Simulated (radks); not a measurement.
# Taking charge from the 3s level of Ca²⁺ in fractions

One table from this session's results is given with a row withheld; the runs are named, their logs left out.

Method: scalar-relativistic Kohn-Sham, LDA (Slater exchange, Perdew-Wang correlation), spin-polarised, spherical densities, finite nucleus. Code: radks (a radial shooting solver on a logarithmic mesh, Libxc functionals) version 1.

### What is computed

- element: calcium (Z = 20)
- charge: +2
- electrons: 18
- configuration: [Ne] 3s(up 1, down 1) 3p6
- nuclear rms radius: 3.4776 fm

A shell typed twice in an input gives spin up, then spin down.

Set-up of the first run:

The run's settings:

```text
Z 20
configuration [Ne] 3s1 3s1 3p6
relativity scalar-relativistic
functional lda,pw
spin polarised
nucleus finite rms 3.4776 fm
c 137.035999084
```

Among the steps run: Start: [Ne] 3s(up 1, down 1) 3p6.

One table of the session follows, with a row left open; its other results are not shown here.

It belongs to the step «Start: [Ne] 3s(up 1, down 1) 3p6». From the orbitals of this run (lengths in bohr):

| level | <r> | outermost maximum (interpolated) | 90 % within | nodes |
| --- | --- | --- | --- | --- |
| 1s | 0.07702 | 0.0504 | 0.138 | 0 |
| 2s | 0.3655 | 0.301 | 0.569 | 1 |
| 2p | 0.3283 | 0.247 | 0.542 | 0 |
| 3s | ? | ? | ? | ? |
| 3p | 1.258 | 1.04 | 1.94 | 1 |

Estimate the missing values for 3s.

**Answer.** <r>: 1.153; outermost maximum (interpolated): 0.992; 90 % within: 1.73; nodes: 2. In the column «<r>» it lies between 2s (0.3655) and 3p (1.258).
